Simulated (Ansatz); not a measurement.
# CH7ClGeSi: a ladder of functionals and wavefunction methods

The task here is to estimate one member of a computed series from the others.

Program: Ansatz 0.2.0, Gaussian basis. Level of theory: functionals in def2-TZVPP, the program's frozen cores in correlated methods. These are calculated values, not measurements.

Plan: LDA (SPW92), PBE-D4, revPBE-D4, BLYP-D4, r2SCAN-D4, B97M-V, PBE0-D4, B3LYP-D4, r2SCANh-D4, r2SCAN0-D4, HSE06-D4, BHLYP-D4, CAM-B3LYP-D4, LC-ωPBE, ωB97X-V, ωB97M-V, B2PLYP, PBE-QIDH; CCSD(T)/def2-SVP; CCSD(T)/def2-TZVPP; MP2/def2-QZVPP; extrapolation to the limit; RPA on PBE.

## Structure used throughout

An earlier PBE0-D4 in a triple-zeta def2 set relaxation fixed the geometry.

11 atoms, charge 0, spin multiplicity 1.

Atoms are counted from 1 here; the program's logs count them from 0.

Bond lengths: Cl1–Si2 2.063 Å, Si2–C3 1.852 Å, Si2–H5 1.483 Å, Si2–H6 1.483 Å, C3–Ge4 1.965 Å, C3–H7 1.093 Å, C3–H8 1.093 Å, Ge4–H9 1.538 Å, Ge4–H10 1.538 Å, Ge4–H11 1.537 Å. Angles: Cl1–Si2–C3 110.6°, Cl1–Si2–H5 107.2°, Cl1–Si2–H6 107.2°, C3–Si2–H5 111.0°, C3–Si2–H6 111.0°, H5–Si2–H6 109.7°, Si2–C3–Ge4 113.4°, Si2–C3–H7 109.6°, Si2–C3–H8 109.6°, Ge4–C3–H7 108.2°, Ge4–C3–H8 108.2°, H7–C3–H8 107.6°, C3–Ge4–H9 109.9°, C3–Ge4–H10 109.9°, C3–Ge4–H11 109.6°, H9–Ge4–H10 109.0°, H9–Ge4–H11 109.2°, H10–Ge4–H11 109.2°.

Set-up of the first run:

Contents of in.yaml:

```yaml
crystal:
  periodic: [false, false, false]
  atoms:
    - {symbol: Cl, position_ang: [-2.615892, 1.904335, -0.825554]}
    - {symbol: Si, position_ang: [-0.759491, 1.347057, -0.120466]}
    - {symbol: C, position_ang: [-0.516504, -0.480658, -0.295945]}
    - {symbol: Ge, position_ang: [1.228118, -1.102575, 0.359237]}
    - {symbol: H, position_ang: [0.251381, 2.094444, -0.906937]}
    - {symbol: H, position_ang: [-0.689215, 1.757478, 1.302786]}
    - {symbol: H, position_ang: [-0.606611, -0.763831, -1.348265]}
    - {symbol: H, position_ang: [-1.297039, -1.009939, 0.257525]}
    - {symbol: H, position_ang: [2.357726, -0.408778, -0.419855]}
    - {symbol: H, position_ang: [1.374048, -0.771557, 1.853662]}
    - {symbol: H, position_ang: [1.338977, -2.623076, 0.164412]}
basis:
  gaussian: {orbitals: def2-TZVPP}
hamiltonian: {xc: lda}
output: {orbitals: {seedname: orbitals}}
```

Started as:

```console
$ ansatz run in.yaml --threads 4 --pin off --events-out ev --progress --plain --max-ram 10444MiB
```

Among the steps run: LDA; PBE-D4 (GGA); revPBE-D4 (GGA); BLYP-D4 (GGA); r2SCAN-D4 (meta-GGA); B97M-V (meta-GGA); PBE0-D4 (hybrid); B3LYP-D4 (hybrid); r2SCANh-D4 (hybrid); r2SCAN0-D4 (hybrid); HSE06-D4 (hybrid); BHLYP-D4 (hybrid); CAM-B3LYP-D4 (range-separated); LC-ωPBE (range-separated); ωB97X-V (range-separated); ωB97M-V (range-separated); B2PLYP (double hybrid); PBE-QIDH (double hybrid).

One of the session's tables, all rows but one given; the rest of the session is left out.

It belongs to the step «Frontier levels by functional». 

| functional | HOMO (eV) | gap (eV) |
| --- | --- | --- |
| LDA (SPW92) | -7.42 | 6.31 |
| PBE-D4 | -7.30 | 6.47 |
| revPBE-D4 | -7.26 | 6.55 |
| BLYP-D4 | -7.15 | 6.46 |
| r2SCAN-D4 | -7.62 | 7.14 |
| B97M-V | -7.75 | 7.10 |
| PBE0-D4 | -8.59 | 8.62 |
| B3LYP-D4 | -8.35 | 8.17 |
| r2SCANh-D4 | -8.09 | 7.90 |
| r2SCAN0-D4 | -8.79 | 9.03 |
| HSE06-D4 | -8.19 | 7.85 |
| BHLYP-D4 | ? | ? |
| CAM-B3LYP-D4 | -9.91 | 10.96 |
| LC-ωPBE | -11.28 | 13.49 |
| ωB97X-V | -10.92 | 12.99 |
| ωB97M-V | -10.76 | 12.56 |

Q: Estimate the row for BHLYP-D4 from the others.

Worked estimate for «HOMO (eV)». Against the share of exact exchange, BLYP-D4 (0, -7.15), B3LYP-D4 (0.2, -8.35) give a slope of -6.00 per unit share; at 0.5 the line stands at -10.15.

**Answer.** HOMO (eV): -9.74; gap (eV): 10.68. In «HOMO (eV)» the line misses by -0.41.
